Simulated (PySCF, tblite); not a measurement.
**C5H7N3O: geometry, infrared bands and NMR shifts**

Aim: predict the infrared bands and NMR shifts of C5H7N3O (`COc1cc(C)nnn1`).

Computed with tblite 0.8.0 and PySCF 2.14.0, with density-fitted response routines of our own, on a single molecule in the gas phase. Atoms are numbered from 0 throughout.

**1. Starting geometry**

16 atoms, charge 0, multiplicity 1; geometry from: force field or distance geometry start.

Bonds of the start (Å): C0–O1 1.43, O1–C2 1.36, C2–C3 1.37, C3–C4 1.36, C4–C5 1.50, C4–N6 1.36, N6–N7 1.31, N7–N8 1.30, N8–C2 1.35, C0–H9 1.09, C0–H10 1.09, C0–H11 1.09, C3–H12 1.10, C5–H13 1.09, C5–H14 1.09, C5–H15 1.08.

**2. Geometry optimisation with GFN2-xTB**

What the job is given:

```
{"job": {"kind": "relax", "xc": "GFN2-xTB", "basis": "xTB"}, "charge": 0, "multiplicity": 1}
C      3.086500    -0.319400     0.177800
O      1.870700     0.048200     0.843400
C      0.759900    -0.081500     0.061100
C     -0.441200     0.258400     0.629900
C     -1.531900     0.116700    -0.170700
C     -2.910000     0.441000     0.315100
N     -1.413400    -0.302400    -1.457000
N     -0.222900    -0.597200    -1.931300
N      0.860800    -0.503200    -1.215000
H      3.901600    -0.190000     0.887200
H      3.057100    -1.369800    -0.129900
H      3.260200     0.337700    -0.676000
H     -0.511100     0.589200     1.672200
H     -2.955300     1.489600     0.623800
H     -3.164000    -0.188300     1.171000
H     -3.654400     0.279900    -0.453900
```

Launch:

```
> OMP_NUM_THREADS=1 python probes_run.py task.json out
```

The driver reads the jobs from task.json and runs them one after another.

The log of the run:

```text
step      E/eV     max force
  0    -736.25963    1.967
  1    -736.36083    1.047
  2    -736.38179    0.270
  3    -736.38979    0.199
  4    -736.39497    0.187
  5    -736.39811    0.151
  6    -736.40041    0.134
  7    -736.40178    0.098
  8    -736.40293    0.098
  9    -736.40399    0.106
 10    -736.40484    0.062
 11    -736.40541    0.063
 12    -736.40589    0.058
 13    -736.40645    0.082
 14    -736.40711    0.085
 15    -736.40767    0.056
 16    -736.40804    0.048
 17    -736.40827    0.041
 18    -736.40842    0.030
 19    -736.40854    0.026
 20    -736.40864    0.025
 21    -736.40871    0.025
 22    -736.40878    0.019
 23    -736.40885    0.026
 24    -736.40891    0.025
 25    -736.40897    0.017
 26    -736.40901    0.015
 27    -736.40903    0.014
 28    -736.40906    0.015
 29    -736.40908    0.016
 30    -736.40911    0.016
 31    -736.40914    0.014
 32    -736.40917    0.013
 33    -736.40919    0.008
```

It took 0.15 s on 1 thread of Arm Neoverse V2, shared host.

Relaxation path: (not every step is listed)

| step | energy from step 0 (eV) | largest force (eV/Å) |
| --- | --- | --- |
| 0 | 0.0000 | 1.9666 |
| 1 | -0.1012 | 1.0473 |
| 2 | -0.1222 | 0.2702 |
| 3 | -0.1302 | 0.1994 |
| 4 | -0.1353 | 0.1873 |
| 5 | -0.1385 | 0.1515 |
| 6 | -0.1408 | 0.1341 |
| 7 | -0.1422 | 0.0976 |
| 8 | -0.1433 | 0.0985 |
| 10 | -0.1452 | 0.0616 |
| 12 | -0.1463 | 0.0577 |
| 14 | -0.1475 | 0.0854 |
| 16 | -0.1484 | 0.0484 |
| 18 | -0.1488 | 0.0301 |
| 20 | -0.1490 | 0.0255 |
| 22 | -0.1491 | 0.0187 |
| 24 | -0.1493 | 0.0252 |
| 26 | -0.1494 | 0.0154 |
| 28 | -0.1494 | 0.0151 |
| 29 | -0.1495 | 0.0161 |
| 30 | -0.1495 | 0.0155 |
| 31 | -0.1495 | 0.0143 |
| 32 | -0.1495 | 0.0129 |
| 33 | -0.1496 | 0.0075 |

Distances of close pairs at the start and the end, largest changes first:

| bond | before (Å) | after (Å) | change (Å) |
| --- | --- | --- | --- |
| N6–N7 | 1.315 | 1.279 | -0.036 |
| O1–C2 | 1.365 | 1.330 | -0.035 |
| C2–C3 | 1.372 | 1.401 | +0.029 |
| C3–C4 | 1.360 | 1.384 | +0.024 |
| C3–H12 | 1.096 | 1.078 | -0.018 |
| C4–N6 | 1.358 | 1.341 | -0.017 |
| C0–O1 | 1.434 | 1.419 | -0.015 |
| C2–N8 | 1.348 | 1.334 | -0.014 |

The end geometry stands in the next job.

**3. Infrared spectrum with GFN2-xTB**

What the job is given:

```
{"job": {"kind": "ir", "xc": "GFN2-xTB", "basis": "xTB"}, "charge": 0, "multiplicity": 1}
C      3.107299    -0.329101     0.155010
O      1.899813     0.026447     0.809753
C      0.785047    -0.070984     0.091137
C     -0.443457     0.263982     0.675056
C     -1.546640     0.130554    -0.149961
C     -2.933962     0.440186     0.297067
N     -1.394083    -0.293509    -1.413051
N     -0.236575    -0.580722    -1.875710
N      0.845028    -0.485428    -1.175011
H      3.895144    -0.187071     0.891353
H      3.072534    -1.368989    -0.175440
H      3.273934     0.309155    -0.714831
H     -0.501545     0.599752     1.697585
H     -3.003212     1.481507     0.606120
H     -3.201123    -0.183825     1.147875
H     -3.625800     0.256991    -0.519315
```

The log of the run:

```text
mode    cm-1     km/mol
  1     -40.8      0.27
  2      93.1      2.10
  3     125.9      0.25
  4     187.0      0.67
  5     195.1      7.11
  6     208.1      6.66
  7     306.8      1.41
  8     386.3      3.65
  9     442.7      0.19
 10     541.6      2.66
 11     584.4      8.22
 12     587.8      5.00
 13     758.2     16.10
 14     815.6      5.69
 15     848.5      8.13
 16     958.8     17.54
 17     995.6      4.59
 18    1019.3     16.22
 19    1050.4     20.59
 20    1053.3     25.73
 21    1122.1      1.52
 22    1128.6     74.59
 23    1146.5     64.95
 24    1146.9     18.89
 25    1287.6     80.35
 26    1360.2      2.84
 27    1377.2     85.89
 28    1390.0     17.20
 29    1416.4    193.80
 30    1440.1      8.28
 31    1450.4     10.27
 32    1460.4     10.05
 33    1464.1     23.07
 34    1480.8      9.99
 35    1526.2    415.78
 36    2977.1     14.57
 37    2989.6     16.11
 38    3019.3     13.52
 39    3028.2      9.64
 40    3037.9      9.96
 41    3070.1      4.78
 42    3097.3     20.27
```

Wall time 0.38 s (1 thread of Arm Neoverse V2, shared host).

Which atoms move in the most intense modes:

| cm⁻¹ | km/mol | atoms |
| --- | --- | --- |
| 1053 | 25.7 | N8 32 %, C3 24 %, N6 17 %, H12 11 % |
| 1129 | 74.6 | N7 22 %, N8 20 %, N6 14 % |
| 1146 | 65.0 | H9 21 %, H12 18 %, O1 13 % |
| 1288 | 80.3 | N7 29 %, N6 23 %, N8 16 % |
| 1377 | 85.9 | H9 21 %, C2 17 %, H11 16 %, H10 16 % |
| 1416 | 193.8 | C2 37 %, H9 11 %, O1 11 % |
| 1464 | 23.1 | H10 39 %, H11 39 % |
| 1526 | 415.8 | C3 41 %, C4 29 %, C2 10 % |

**4. Nuclear shieldings: PBE0/pcSseg-1**

Settings changed since step 3:

```diff
@@ -1,2 +1,2 @@
-{"job": {"kind": "ir", "xc": "GFN2-xTB", "basis": "xTB"}, "charge": 0, "multiplicity": 1}
+{"job": {"kind": "nmr", "xc": "PBE0", "basis": "pcSseg-1"}, "charge": 0, "multiplicity": 1}
 C      3.107299    -0.329101     0.155010
```

Method: GIAO PBE0/pcSseg-1 NMR shielding, non-relativistic, gas phase.

The log of the run:

```text
coarse grid: 14048 points
cycle   1  E = -433.4818647935  dE =  1.717e+00  |g| = 6.064e-01  |ddm| = 3.909e+00
cycle   2  E = -433.4381846556  dE =  4.368e-02  |g| = 7.867e-01  |ddm| = 9.703e-01
cycle   3  E = -433.5476261492  dE = -1.094e-01  |g| = 1.371e-01  |ddm| = 5.759e-01
cycle   4  E = -433.5505997895  dE = -2.974e-03  |g| = 5.883e-02  |ddm| = 1.431e-01
cycle   5  E = -433.5512808124  dE = -6.810e-04  |g| = 1.525e-02  |ddm| = 5.163e-02
cycle   6  E = -433.5513212988  dE = -4.049e-05  |g| = 6.994e-03  |ddm| = 1.765e-02
cycle   7  E = -433.5513327827  dE = -1.148e-05  |g| = 1.592e-03  |ddm| = 7.137e-03
cycle   8  E = -433.5513333221  dE = -5.394e-07  |g| = 4.784e-04  |ddm| = 1.571e-03
final grid: 137832 points
cycle   9  E = -433.6112437005  dE = -3.013e-05  |g| = 1.130e-02  |ddm| = 3.473e-02
cycle  10  E = -433.6112138440  dE =  2.986e-05  |g| = 1.723e-02  |ddm| = 1.906e-02
cycle  11  E = -433.6112678474  dE = -5.400e-05  |g| = 2.105e-03  |ddm| = 1.220e-02
cycle  12  E = -433.6112688431  dE = -9.957e-07  |g| = 3.496e-04  |ddm| = 1.891e-03
cycle  13  E = -433.6112688659  dE = -2.280e-08  |g| = 1.694e-04  |ddm| = 4.711e-04
cycle  14  E = -433.6112688725  dE = -6.545e-09  |g| = 4.758e-05  |ddm| = 1.763e-04
cycle  15  E = -433.6112688730  dE = -5.027e-10  |g| = 1.467e-05  |ddm| = 4.756e-05
converged SCF energy = -433.6112688730

GIAO shielding tensors (ppm)
atom      isotropic    diamagn.    paramagn.     s11        s22        s33       span
  0 C      130.117     243.063    -112.946    101.709    114.048    174.594     72.885
  1 O      213.350     398.640    -185.290    124.935    245.288    269.827    144.893
  2 C       17.758     254.390    -236.632    -74.927     10.979    117.222    192.149
  3 C       77.586     256.287    -178.701    -12.693     76.961    168.489    181.181
  4 C       24.904     256.109    -231.205    -97.922     19.028    153.607    251.529
  5 C      163.008     247.541     -84.534    143.440    155.585    189.999     46.559
  6 N     -148.920     327.607    -476.527   -451.454   -223.666    228.360    679.813
  7 N     -269.002     312.668    -581.670   -763.983   -230.749    187.727    951.710
  8 N     -114.568     332.464    -447.032   -395.673   -182.001    233.969    629.642
  9 H       27.530      27.227       0.303     23.507     26.443     32.640      9.133
 10 H       27.134      28.447      -1.312     23.736     24.627     33.040      9.303
 11 H       27.134      28.457      -1.323     23.737     24.625     33.041      9.304
 12 H       25.053      33.953      -8.900     20.762     23.679     30.718      9.956
 13 H       28.960      28.045       0.916     24.812     28.088     33.982      9.170
 14 H       28.965      28.044       0.921     24.806     28.108     33.981      9.175
 15 H       28.631      27.595       1.036     24.337     26.725     34.833     10.496
```

It took 24 s on 1 thread of Arm Neoverse V2, shared host; peak memory 0.83 GiB.

Shifts follow as δ = σ(reference) − σ, with reference shieldings (ppm) from runs at the same level and on the same kind of geometry: ¹H TMS 31.72, ¹³C TMS 186.9, ¹⁵N NH3 267.7, ¹⁷O H2O 336.1. The references are single molecules in the gas phase, so shifts against H2O, NH3, PH3, H3PO4 or CFCl3 are not on the usual liquid scales and can be off by tens of ppm. Atoms listed in one row are averaged.

| atoms | environment | σ (ppm) | δ (ppm) | δ scaled to CDCl3 |
| --- | --- | --- | --- | --- |
| C2 | aromatic carbon bearing oxygen | 17.8 | 169.2 | 163.2 |
| C4 | substituted aromatic carbon next to a ring nitrogen | 24.9 | 162.0 | 156.2 |
| C3 | aromatic CH | 77.6 | 109.3 | 104.8 |
| C0 | methyl carbon bonded to O | 130.1 | 56.8 | 53.5 |
| C5 | methyl carbon on an aromatic ring | 163.0 | 23.9 | 21.4 |
| H12 | hydrogen on an aromatic CH | 25.05 | 6.66 | 6.39 |
| H9, H10, H11 | hydrogen on a methyl carbon bonded to O | 27.27 | 4.45 | 4.30 |
| H13, H14, H15 | hydrogen on a methyl carbon on an aromatic ring | 28.85 | 2.86 | 2.81 |
| O1 | ether oxygen | 213.3 | 122.7 | – |
| N7 | pyridine-type ring nitrogen | -269.0 | 536.7 | – |
| N6 | pyridine-type ring nitrogen | -148.9 | 416.6 | – |
| N8 | pyridine-type ring nitrogen | -114.6 | 382.3 | – |

The scaled column applies a straight-line fit of computed shieldings to shifts measured in CDCl3 (root-mean-square error 0.16 ppm for H, 1.9 ppm for C).

Charges from the same density, by scheme (e):

| atoms | Mulliken | IAO | Hirshfeld | ESP fit |
| --- | --- | --- | --- | --- |
| C0 | -0.02 | -0.21 | -0.03 | -0.17 |
| O1 | -0.47 | -0.31 | -0.09 | -0.51 |
| C2 | 0.53 | 0.33 | 0.14 | 1.39 |
| C3 | -0.17 | -0.22 | -0.06 | -1.29 |
| C4 | 0.06 | 0.15 | 0.08 | 1.18 |
| C5 | -0.17 | -0.44 | -0.11 | -0.71 |
| N6 | -0.29 | -0.20 | -0.12 | -0.57 |
| N7 | -0.02 | -0.01 | -0.04 | -0.01 |
| N8 | -0.35 | -0.24 | -0.12 | -0.53 |

Mayer bond orders: C0–O1 0.87, O1–C2 1.08, C2–C3 1.30, C3–C4 1.35, C4–C5 1.06, C4–N6 1.35, N6–N7 1.42, N7–N8 1.36, N8–C2 1.34.

Ring of atoms C2, C3, C4, N6, N7, N8: NICS(0) -4.6, NICS(1) -10.7, NICS(1)zz -24.6 ppm (means of both faces).

**5. What came out**

| quantity | value |
| --- | --- |
| strongest single infrared mode (GFN2-xTB) | 1526 cm⁻¹, 416 km/mol |
| zero-point energy (GFN2-xTB) | 75.2 kcal/mol |
| ¹³C shifts against TMS (PBE0/pcSseg-1) | 169.2, 162.0, 109.3, 56.8, 23.9 ppm |
| ¹H shifts against TMS (PBE0/pcSseg-1, means over atoms taken as alike) | 6.66, 4.45, 2.86 ppm |
| ¹⁷O shifts against H2O (PBE0/pcSseg-1) | 122.7 ppm |
| ¹⁵N shifts against NH3 (PBE0/pcSseg-1) | 536.7, 416.6, 382.3 ppm |

**Reading.** Over 33 steps the energy fell by 0.150 eV; of the close pairs, N6–N7 changed most, 1.315 to 1.279 Å. The lowest mode is imaginary (41i cm⁻¹), so the xTB geometry is not a minimum. The strongest single mode, at 1526 cm⁻¹, is carried by C3, C4, C2. Unscaled tight-binding wavenumbers are off by several per cent, some by more. Its intensities can rank the bands wrongly. At PBE0/pcSseg-1: The largest span, 952 ppm, is at N7, where the paramagnetic term is -582 ppm. NICS(1)zz of -25 ppm above the planar ring from C2 marks a diatropic (aromatic) ring current.
